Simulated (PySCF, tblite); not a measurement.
# C₂H₅O₂Si radical: geometry, infrared bands and EPR parameters

Aim: predict the infrared bands and EPR parameters of C₂H₅O₂Si radical (`CO[SiH]C=O`).

Programs: tblite 0.8.0 and PySCF 2.14.0, with density-fitted response routines of our own. Each step states its level of theory. These are calculated values for one molecule in the gas phase, unless marked as measured. Atoms are numbered from 0 throughout.

## 1. The molecule as given

10 atoms, charge 0, multiplicity 2; geometry from: force field or distance geometry start.

Bonds of the start (Å): C0–O1 1.39, O1–Si2 1.74, Si2–C3 1.85, C3–O4 1.21, C0–H5 1.11, C0–H6 1.13, C0–H7 1.11, Si2–H8 1.46, C3–H9 1.06.

## 2. Optimising the geometry with GFN2-xTB

The job: settings as JSON, then the geometry in Å.

```
{"job": {"kind": "relax", "xc": "GFN2-xTB", "basis": "xTB"}, "charge": 0, "multiplicity": 2}
C     -1.732000     0.352800    -0.052700
O     -0.460600     0.863400     0.155300
Si     0.606700    -0.504800     0.232900
C      2.287500    -0.032400    -0.380600
O      2.774300     0.961500     0.117900
H     -1.800900    -0.669100     0.377100
H     -2.519100     1.009600     0.425300
H     -1.889000     0.299000    -1.146500
H      0.006300    -1.604500    -0.508100
H      2.735700    -0.671000    -1.096000
```

On the command line:

```console
$ OMP_NUM_THREADS=1 python probes_run.py task.json out
```

One launch serves the whole session: the jobs run in the order shown.

What it wrote:

```text
step      E/eV     max force
  0    -451.87981    2.676
  1    -452.09300    1.466
  2    -452.16638    1.050
  3    -452.20878    0.848
  4    -452.29904    1.058
  5    -452.38396    1.035
  6    -452.46192    0.624
  7    -452.49488    0.533
  8    -452.52037    0.406
  9    -452.54301    0.461
 10    -452.56275    0.463
 11    -452.58631    0.485
 12    -452.61157    0.498
 13    -452.63595    0.465
 14    -452.65392    0.391
 15    -452.66250    0.280
 16    -452.66874    0.246
 17    -452.67660    0.253
 18    -452.68313    0.240
 19    -452.68833    0.208
 20    -452.69306    0.268
 21    -452.69852    0.228
 22    -452.70380    0.185
 23    -452.70740    0.180
 24    -452.70970    0.178
 25    -452.71212    0.158
 26    -452.71557    0.188
 27    -452.71915    0.194
 28    -452.72164    0.140
 29    -452.72373    0.167
 30    -452.72588    0.146
 31    -452.73019    0.208
 32    -452.73420    0.202
 33    -452.73826    0.158
 34    -452.74105    0.124
 35    -452.74295    0.112
 36    -452.74391    0.069
 37    -452.74435    0.040
 38    -452.74455    0.036
 39    -452.74466    0.035
 40    -452.74474    0.041
 41    -452.74483    0.028
 42    -452.74499    0.050
 43    -452.74514    0.074
 44    -452.74542    0.085
 45    -452.74577    0.071
 46    -452.74626    0.092
 47    -452.74686    0.116
 48    -452.74748    0.113
 49    -452.74792    0.086
 50    -452.74819    0.063
 51    -452.74836    0.031
 52    -452.74846    0.027
 53    -452.74853    0.033
 54    -452.74859    0.036
 55    -452.74870    0.035
 56    -452.74889    0.050
 57    -452.74922    0.057
 58    -452.74960    0.057
 59    -452.74986    0.039
 60    -452.75003    0.033
 61    -452.75017    0.032
 62    -452.75028    0.031
 63    -452.75038    0.029
 64    -452.75050    0.029
 65    -452.75063    0.032
 66    -452.75086    0.036
 67    -452.75122    0.051
 68    -452.75179    0.065
 69    -452.75265    0.081
 70    -452.75385    0.135
 71    -452.75495    0.116
 72    -452.75508    0.283
 73    -452.75663    0.152
 74    -452.75752    0.079
 75    -452.75834    0.095
 76    -452.75923    0.188
 77    -452.76043    0.087
 78    -452.76181    0.058
 79    -452.76076    0.360
 80    -452.76397    0.075
 81    -452.76532    0.038
 82    -452.74433    0.789
 83    -452.76607    0.037
 84    -452.76675    0.026
 85    -452.75792    0.553
 86    -452.76758    0.046
 87    -452.76786    0.116
 88    -452.76738    0.165
 89    -452.77052    0.072
 90    -452.75411    0.807
 91    -452.77208    0.074
 92    -452.77353    0.077
 93    -452.76077    0.890
 94    -452.77584    0.099
 95    -452.77794    0.134
 96    -452.76613    0.885
 97    -452.78120    0.160
 98    -452.78383    0.202
 99    -452.77006    0.971
100    -452.78837    0.227
101    -452.79168    0.267
102    -452.77885    0.990
103    -452.79876    0.289
104    -452.80333    0.312
105    -452.79611    0.962
106    -452.81635    0.293
107    -452.82345    0.292
108    -452.82703    0.801
109    -452.84609    0.189
110    -452.85475    0.183
111    -452.85232    0.607
112    -452.86975    0.213
113    -452.87230    0.229
114    -452.87581    0.155
115    -452.87729    0.109
116    -452.87842    0.149
117    -452.88022    0.187
118    -452.88134    0.115
119    -452.88276    0.075
120    -452.88423    0.054
121    -452.88461    0.055
122    -452.88488    0.048
123    -452.88498    0.045
124    -452.88507    0.061
125    -452.88519    0.072
126    -452.88531    0.066
127    -452.88544    0.049
128    -452.88554    0.030
129    -452.88565    0.040
130    -452.88574    0.032
131    -452.88578    0.016
132    -452.88580    0.010
133    -452.88581    0.015
134    -452.88583    0.024
135    -452.88586    0.029
136    -452.88590    0.026
137    -452.88594    0.023
138    -452.88599    0.025
139    -452.88604    0.023
140    -452.88612    0.036
141    -452.88623    0.047
142    -452.88644    0.071
143    -452.88676    0.123
144    -452.88733    0.160
145    -452.88862    0.183
146    -452.88722    0.231
147    -452.88942    0.181
148    -452.88986    0.061
149    -452.89071    0.043
150    -452.89112    0.110
151    -452.89149    0.076
152    -452.89232    0.061
153    -452.89326    0.102
154    -452.89402    0.123
155    -452.89523    0.066
156    -452.89481    0.203
157    -452.89601    0.041
158    -452.89633    0.042
159    -452.89339    0.294
160    -452.89675    0.029
161    -452.89696    0.031
162    -452.89662    0.140
163    -452.89726    0.009
```

Run time: 0.66 s. Hardware: 1 thread of Arm Neoverse V1, shared host.

Along the way: (not every step is listed) (the energy doesn't fall at every step)

```
step  energy from step 0 (eV)  largest force (eV/Å)
   0                   0.0000                2.6763
   1                  -0.2132                1.4661
   2                  -0.2866                1.0500
   3                  -0.3290                0.8476
   4                  -0.4192                1.0582
   5                  -0.5041                1.0347
   6                  -0.5821                0.6236
   7                  -0.6151                0.5334
   8                  -0.6406                0.4060
  23                  -0.8276                0.1799
  38                  -0.8647                0.0364
  53                  -0.8687                0.0326
  68                  -0.8720                0.0646
  83                  -0.8863                0.0371
  98                  -0.9040                0.2023
 113                  -0.9925                0.2294
 128                  -1.0057                0.0296
 143                  -1.0069                0.1231
 158                  -1.0165                0.0421
 159                  -1.0136                0.2943
 160                  -1.0169                0.0294
 161                  -1.0171                0.0308
 162                  -1.0168                0.1401
 163                  -1.0174                0.0094
```

Distances of close pairs at the start and the end, largest changes first:

```
  bond  before (Å)  after (Å)  change (Å)
O1–Si2       1.737      1.607      -0.130
 C3–H9       1.059      1.100      +0.042
 C0–H6       1.131      1.092      -0.040
 C3–O4       1.214      1.246      +0.032
 C0–O1       1.386      1.405      +0.020
 C0–H5       1.111      1.091      -0.019
Si2–H8       1.456      1.438      -0.018
 C0–H7       1.106      1.089      -0.018
```

The next job starts from the end point, and lists it.

## 3. Harmonic vibrations with GFN2-xTB

The job: settings as JSON, then the geometry in Å.

```
{"job": {"kind": "ir", "xc": "GFN2-xTB", "basis": "xTB"}, "charge": 0, "multiplicity": 2}
C     -1.573092     0.505845     0.031825
O     -0.878121    -0.711330     0.135159
Si     0.667522    -1.094191    -0.079650
C      1.902476     0.156128    -0.621494
O      1.539808     1.331545    -0.819181
H     -2.438033     0.353051    -0.615979
H     -1.916011     0.798630     1.025936
H     -0.940867     1.291475    -0.378764
H      0.688798    -2.501703     0.212056
H      2.956402    -0.124797    -0.765278
```

What it wrote:

```text
mode    cm-1     km/mol
  1      74.8      3.11
  2     100.2     13.36
  3     124.3     16.32
  4     167.6      1.13
  5     246.5      0.38
  6     248.6      0.42
  7     450.1     65.65
  8     604.2     67.07
  9     691.9      3.25
 10     728.8     63.80
 11     892.5     58.57
 12    1123.4      0.72
 13    1143.4     44.14
 14    1171.8    216.69
 15    1312.1     12.36
 16    1414.9     10.52
 17    1468.3     12.37
 18    1471.4     13.75
 19    1503.3    432.38
 20    2489.0    185.73
 21    2788.9    113.85
 22    2978.3     20.51
 23    2986.9     26.15
 24    3014.5      5.93
```

Run time: 0.18 s. Hardware: 1 thread of Arm Neoverse V1, shared host.

The strongest bands and the atoms that carry them (share of the mass-weighted mode):

```
cm⁻¹  km/mol                                atoms
 450    65.7           Si2 41 %, O4 25 %, C3 19 %
 604    67.1                              H8 90 %
 729    63.8  O1 25 %, C3 22 %, C0 20 %, Si2 19 %
 892    58.6                    Si2 39 %, C3 30 %
1172   216.7                     O1 54 %, C0 24 %
1503   432.4                     C3 58 %, O4 39 %
2489   185.7                              H8 96 %
2789   113.8                              H9 93 %
```

## 4. g tensor and hyperfine couplings: B3LYP/pcH-1

Same as in step 3 but for these lines:

```diff
@@ -1,2 +1,2 @@
-{"job": {"kind": "ir", "xc": "GFN2-xTB", "basis": "xTB"}, "charge": 0, "multiplicity": 2}
+{"job": {"kind": "epr", "basis": "pcH-1"}, "charge": 0, "multiplicity": 2}
 C     -1.573092     0.505845     0.031825
```

Level: UKS B3LYP, pcH-1 on C H O Si, non-relativistic, mean-field spin-orbit, GIAO.

What it wrote:

```text
UKS, coarse grid
  cycle   1  E = -518.89505910  |g| = 7.76e-01
  cycle   2  E = -516.31927713  |g| = 2.22e+00
  cycle   3  E = -519.01882476  |g| = 5.03e-01
  cycle   4  E = -519.11905156  |g| = 2.06e-01
  cycle   5  E = -519.13342653  |g| = 4.66e-02
  cycle   6  E = -519.13445165  |g| = 2.38e-02
  cycle   7  E = -519.13479848  |g| = 1.10e-02
  cycle   8  E = -519.13490242  |g| = 2.67e-03
  cycle   9  E = -519.13491121  |g| = 1.27e-03
  cycle  10  E = -519.13491357  |g| = 5.14e-04
UKS, final grid
  cycle   1  E = -519.13491796  |g| = 5.91e-04
  cycle   2  E = -519.13491773  |g| = 1.10e-03
  cycle   3  E = -519.13491818  |g| = 1.47e-04
  cycle   4  E = -519.13491819  |g| = 1.09e-04
  cycle   5  E = -519.13491820  |g| = 7.30e-05
  cycle   6  E = -519.13491821  |g| = 1.98e-05
E = -519.13491821 Eh   <S^2> = 0.7581 (exact 0.7500)
g shifts (ppm)      1          2          3
  rmc          -203       -203       -203
  gc             -9         42         41
  oz_so         -96       2444       2665
  total        -308       2283       2503
hyperfine (MHz)  atom isotope    a_iso     a_fc   dipolar eigenvalues
    0   13C      -2.69      -2.70     -0.61     -0.41      1.02
    1   17O     -15.33     -15.29    -32.11     15.64     16.47
    2  29Si     -95.08     -95.99   -120.05     58.93     61.12
    3   13C     -24.05     -24.00     -7.51     -0.30      7.81
    4   17O     -23.29     -23.16    -99.64     48.50     51.14
    5    1H       5.80       5.80     -1.63     -1.29      2.92
    6    1H       8.21       8.21     -1.68     -1.26      2.95
    7    1H       0.12       0.11     -2.66     -0.54      3.20
    8    1H     -33.98     -33.98     -8.64      1.96      6.68
    9    1H     -15.40     -15.40     -3.60     -1.81      5.40
```

Run time: 27 s. Hardware: 1 thread of Arm Neoverse V1, shared host; peak memory 0.56 GiB.

Principal g values 2.00201, 2.00460, 2.00482; g(iso) = 2.00381, against 2.00232 for a free electron.

Mean a(iso) over the nuclei that a row names, and the largest dipolar term of the row (other rows stand at the frozen geometry):

```
    nuclei  isotope  a(iso) (MHz)  a(iso) (G, at g = 2.0023)  largest dipolar term (MHz)
       Si2     29Si         -95.1                      -33.9                      -120.0
        H8       1H         -34.0                      -12.1                        -8.6
        C3      13C         -24.1                       -8.6                         7.8
        O4      17O         -23.3                       -8.3                       -99.6
        H9       1H         -15.4                       -5.5                         5.4
        O1      17O         -15.3                       -5.5                       -32.1
H5, H6, H7       1H           4.7                        1.7                         3.2
        C0      13C          -2.7                       -1.0                         1.0
```

Mulliken spin populations:

```
atom  value (e)
  C0      -0.01
  O1       0.06
 Si2       0.63
  C3       0.06
  O4       0.29
  H5       0.00
  H6       0.01
  H7       0.00
  H8      -0.03
  H9      -0.01
```

In first order the couplings over 0.8 MHz of 1H give 16 distinct lines over 22.7 G, if the averaged nuclei exchange fast.

Orbitals, density, ELF and potential are computed afterwards from the orbital file.

ELF in a plane through or near 8 of the atoms.

Values, 10 rows by 14 columns:
```
0.00 0.00 0.00 0.00 0.00 0.00 0.00 0.00 0.00 0.00 0.00 0.00 0.00 0.00
0.00 0.00 0.00 0.00 0.05 0.35 0.27 0.02 0.00 0.00 0.00 0.00 0.00 0.00
0.00 0.00 0.00 0.01 0.88 1.00 0.99 0.08 0.01 0.00 0.00 0.00 0.00 0.00
0.00 0.00 0.00 0.01 0.50 0.98 0.77 0.18 0.78 0.24 0.00 0.00 0.00 0.00
0.00 0.00 0.05 0.10 0.28 0.25 0.52 0.85 0.52 0.29 0.45 0.08 0.00 0.00
0.00 0.02 0.94 1.00 0.47 0.51 0.18 0.04 0.64 0.20 0.70 0.12 0.00 0.00
0.00 0.00 0.42 0.47 0.40 0.65 0.86 0.05 1.00 0.81 0.05 0.01 0.00 0.00
0.00 0.00 0.00 0.00 0.69 0.88 0.71 0.09 0.23 0.14 0.00 0.00 0.00 0.00
0.00 0.00 0.00 0.00 0.04 0.08 0.02 0.00 0.00 0.00 0.00 0.00 0.00 0.00
0.00 0.00 0.00 0.00 0.00 0.00 0.00 0.00 0.00 0.00 0.00 0.00 0.00 0.00
```
The map spans 11.1 Å across and 9.9 Å up, centred on the molecule. Atoms in the plane (x, y in Å): C0 (1.7, -0.2), O1 (0.8, 0.9), Si2 (-0.9, 1.0), C3 (-1.9, -0.6), O4 (-1.3, -1.7), H7 (1.1, -1.1), H8 (-1.1, 2.4), H9 (-3.0, -0.5).

log10 of the density (e/Å³) in the same plane.

Values, 10 rows by 14 columns:
```
-4.0 -4.0 -4.0 -4.0 -4.0 -3.9 -3.9 -4.0 -4.0 -4.0 -4.0 -4.0 -4.0 -4.0
-4.0 -4.0 -4.0 -3.7 -2.8 -2.4 -2.4 -2.9 -3.9 -4.0 -4.0 -4.0 -4.0 -4.0
-4.0 -4.0 -4.0 -2.9 -1.7 -0.8 -0.9 -1.8 -2.4 -3.3 -4.0 -4.0 -4.0 -4.0
-4.0 -4.0 -3.8 -2.6 -1.3 -0.3 -0.3 -0.7 -0.5 -1.5 -2.6 -3.4 -4.0 -4.0
-4.0 -3.5 -2.5 -1.7 -0.9 -0.2  0.9  0.2  0.7 -0.4 -0.9 -2.1 -3.5 -4.0
-4.0 -2.9 -1.5  0.0  0.2  0.2 -0.8 -1.1 -0.1  0.6 -0.4 -1.8 -3.3 -4.0
-4.0 -3.1 -2.0 -1.0 -0.2  0.6 -0.1 -1.2 -0.1 -0.7 -1.6 -2.7 -4.0 -4.0
-4.0 -4.0 -3.4 -2.4 -0.9  0.0 -0.6 -1.7 -2.0 -2.3 -3.0 -4.0 -4.0 -4.0
-4.0 -4.0 -4.0 -4.0 -2.5 -2.1 -2.5 -3.3 -3.8 -4.0 -4.0 -4.0 -4.0 -4.0
-4.0 -4.0 -4.0 -4.0 -4.0 -4.0 -4.0 -4.0 -4.0 -4.0 -4.0 -4.0 -4.0 -4.0
```
The map spans 11.1 Å across and 9.9 Å up, centred on the molecule. Atoms in the plane (x, y in Å): C0 (1.7, -0.2), O1 (0.8, 0.9), Si2 (-0.9, 1.0), C3 (-1.9, -0.6), O4 (-1.3, -1.7), H7 (1.1, -1.1), H8 (-1.1, 2.4), H9 (-3.0, -0.5).

On the surface of density 0.002 e/bohr³ the electrostatic potential runs, from the 1st to the 99th percentile, from -1.75 V near O4 to 1.59 V near H8.

The spin density lies nearest to Si2 41 %; O4 26 %; C3 12 %; O1 9 %.

## 5. What came out

```
                                 quantity                   value
strongest single infrared mode (GFN2-xTB)   1503 cm⁻¹, 432 km/mol
             zero-point energy (GFN2-xTB)           41.7 kcal/mol
                           g(iso) (B3LYP)                 2.00381
                                     ⟨S²⟩      0.758 (exact 0.75)
       largest a(iso) (averaged by class)  29Si on Si2, -95.1 MHz
    surface potential, 1st and 99th percentile      -1.75 V and 1.59 V
```

In words: The optimisation took 163 steps and gained 1.017 eV; among the close pairs (by a distance rule), O1–Si2 changed most, from 1.737 to 1.607 Å. No mode is imaginary among the 24: a minimum at this level. The strongest single mode, at 1503 cm⁻¹, moves mainly C3 and O4. Unscaled tight-binding wavenumbers are off by several per cent, some by more. Its intensities can rank the bands wrongly. Si2 carries the largest spin population, 0.63 e. The isotropic g lies 1.5 ppt above the free-electron value.
